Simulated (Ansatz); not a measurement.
# Alloy of GaAs and GaP (24 of 32 As sites exchanged), 64 atoms

How does this alloy cell relax, and what gap do PBEsol and HSE06 give?

Method: density functional theory in Ansatz 0.2.0, PAW datasets, plane waves.

**1. The starting cell**

64 atoms (32 Ga, 8 As, 24 P); a = 10.988 Å, b = 10.988 Å, c = 10.988 Å, α = 90.00°, β = 90.00°, γ = 90.00°. All atoms were shaken off their sites by about 0.02 Å along each axis; atoms next to an added one may be pushed further to make room.

Steps to follow: (2) PBEsol cell relaxation at the single k point (¼, ¼, ¼), on 1 × NVIDIA GB300 Max-Q with 8 threads of Arm Neoverse-V2; (3) HSE06 single point at the Γ point alone, on 1 × NVIDIA GB300 Max-Q with 8 threads of Arm Neoverse-V2.

**2. PBEsol relaxation of the cell and the positions**

Contents of in.yaml:

```yaml
crystal:
  lattice:
    - [10.987732, 0.000000, 0.000000]
    - [0.000000, 10.987732, 0.000000]
    - [0.000000, 0.000000, 10.987732]
  atoms:
    - { symbol: Ga, position: [0.998135, 0.000232, 0.001593] }
    - { symbol: Ga, position: [0.999979, 0.002236, 0.503049] }
    - { symbol: Ga, position: [0.997905, 0.501403, 0.999207] }
    - { symbol: Ga, position: [0.002506, 0.499410, 0.501614] }
    - { symbol: Ga, position: [0.500868, 0.999855, 0.996139] }
    - { symbol: Ga, position: [0.501430, 0.999180, 0.496286] }
    - { symbol: Ga, position: [0.500929, 0.499807, 0.000902] }
    - { symbol: Ga, position: [0.499103, 0.499442, 0.499010] }
    - { symbol: Ga, position: [0.250099, 0.249375, 0.001947] }
    - { symbol: Ga, position: [0.248646, 0.249617, 0.498119] }
    - { symbol: Ga, position: [0.251899, 0.746340, 0.002256] }
    - { symbol: Ga, position: [0.251074, 0.750634, 0.503618] }
    - { symbol: Ga, position: [0.746779, 0.251359, 0.001121] }
    - { symbol: Ga, position: [0.749351, 0.250888, 0.500346] }
    - { symbol: Ga, position: [0.746649, 0.749179, 0.998951] }
    - { symbol: Ga, position: [0.753308, 0.750585, 0.500815] }
    - { symbol: Ga, position: [0.248220, 0.998136, 0.249710] }
    - { symbol: Ga, position: [0.249823, 0.001592, 0.750159] }
    - { symbol: Ga, position: [0.249950, 0.498935, 0.247353] }
    - { symbol: Ga, position: [0.250320, 0.499013, 0.748938] }
    - { symbol: Ga, position: [0.749150, 0.000154, 0.245443] }
    - { symbol: Ga, position: [0.752397, 0.999492, 0.750409] }
    - { symbol: Ga, position: [0.745636, 0.498119, 0.249570] }
    - { symbol: Ga, position: [0.750438, 0.501919, 0.748106] }
    - { symbol: Ga, position: [0.000897, 0.247679, 0.249170] }
    - { symbol: Ga, position: [0.999770, 0.250550, 0.748673] }
    - { symbol: Ga, position: [0.997155, 0.749421, 0.248509] }
    - { symbol: Ga, position: [0.000496, 0.751037, 0.752430] }
    - { symbol: Ga, position: [0.500466, 0.251709, 0.252552] }
    - { symbol: Ga, position: [0.505493, 0.249127, 0.749479] }
    - { symbol: Ga, position: [0.498766, 0.750406, 0.249461] }
    - { symbol: Ga, position: [0.498243, 0.748268, 0.750225] }
    - { symbol: As, position: [0.123423, 0.125365, 0.122519] }
    - { symbol: As, position: [0.123437, 0.630208, 0.626102] }
    - { symbol: As, position: [0.378223, 0.374969, 0.130302] }
    - { symbol: As, position: [0.374549, 0.873588, 0.623571] }
    - { symbol: As, position: [0.874141, 0.873220, 0.626892] }
    - { symbol: As, position: [0.370414, 0.622418, 0.376521] }
    - { symbol: As, position: [0.122541, 0.876222, 0.375731] }
    - { symbol: As, position: [0.627938, 0.377840, 0.877637] }
    - { symbol: P, position: [0.121535, 0.124544, 0.627656] }
    - { symbol: P, position: [0.124807, 0.624144, 0.122304] }
    - { symbol: P, position: [0.625014, 0.125671, 0.125160] }
    - { symbol: P, position: [0.625930, 0.120294, 0.625304] }
    - { symbol: P, position: [0.623599, 0.624258, 0.123082] }
    - { symbol: P, position: [0.625937, 0.625700, 0.624213] }
    - { symbol: P, position: [0.372289, 0.374717, 0.624666] }
    - { symbol: P, position: [0.373414, 0.875152, 0.125174] }
    - { symbol: P, position: [0.877037, 0.372066, 0.122859] }
    - { symbol: P, position: [0.873896, 0.374746, 0.624723] }
    - { symbol: P, position: [0.873440, 0.875100, 0.127722] }
    - { symbol: P, position: [0.376764, 0.127486, 0.376129] }
    - { symbol: P, position: [0.374100, 0.124874, 0.873298] }
    - { symbol: P, position: [0.374272, 0.623332, 0.877065] }
    - { symbol: P, position: [0.875713, 0.125702, 0.376096] }
    - { symbol: P, position: [0.875913, 0.126508, 0.871493] }
    - { symbol: P, position: [0.875376, 0.623696, 0.375844] }
    - { symbol: P, position: [0.876043, 0.624273, 0.872866] }
    - { symbol: P, position: [0.125832, 0.374193, 0.375245] }
    - { symbol: P, position: [0.124098, 0.377093, 0.876997] }
    - { symbol: P, position: [0.128909, 0.875127, 0.875357] }
    - { symbol: P, position: [0.627536, 0.375079, 0.373291] }
    - { symbol: P, position: [0.625710, 0.871615, 0.373984] }
    - { symbol: P, position: [0.626005, 0.874839, 0.873529] }
  symmetry: { detect: false }
kpoints:
  mp_grid: { grid: [1, 1, 1], shift: [0.25, 0.25, 0.25] }
hamiltonian:
  xc: pbesol
scf:
  occupations: { method: fermi_dirac, width: 0.01 }
relax:
  f_tol: 0.03
  max_steps: 80
  escape_saddle: false
  adjacent_minimum: "off"
  cell: { fix: [shape] }
output:
  forces: true
  eigenvalues: true
  populations: true
```

Started as:

```bash
> ansatz run in.yaml --threads 8 --pin off --max-ram 118750MiB --runs-dir r --events-out ev --progress --plain --backend cuda --devices 0,
```

After this run come: HSE06 single point.

**Question.** What will these runs give? Wanted: for each run, top filled to lowest empty.

The runs gave:

| level | time | k points | top filled to lowest empty (eV) |
| --- | --- | --- | --- |
| PBEsol, relaxation | 6.9 s (GPU) | (¼, ¼, ¼) | 1.73 |
| HSE06 | 30 s (GPU) | Γ | 2.14 |

```
     quantity                                                                         value
   relaxation                                              4 recorded steps, 0.97 eV gained
largest shift                                                                 0.11 Å (Ga17)
 relaxed cell  a = 10.985 Å, b = 10.985 Å, c = 10.985 Å, α = 90.00°, β = 90.00°, γ = 90.00°
   mean bonds                                                     As–Ga 2.429, Ga–P 2.362 Å
```

**In words.** Relaxation gains 0.97 eV, with shifts up to 0.11 Å (Ga17), while the volume changes by -0.1 %. Part of this undoes the random shake of the start. The mean lengths of the listed bonds run from Ga–P 2.36 Å to As–Ga 2.43 Å. The relaxation ran on other k points, so part of any difference from the later rows can come from the mesh. Spin–orbit coupling is left out, which matters for the band edges of the heavier elements here. With one k point the spacing samples only the states that fold onto it, so it can exceed the gap over the zone.
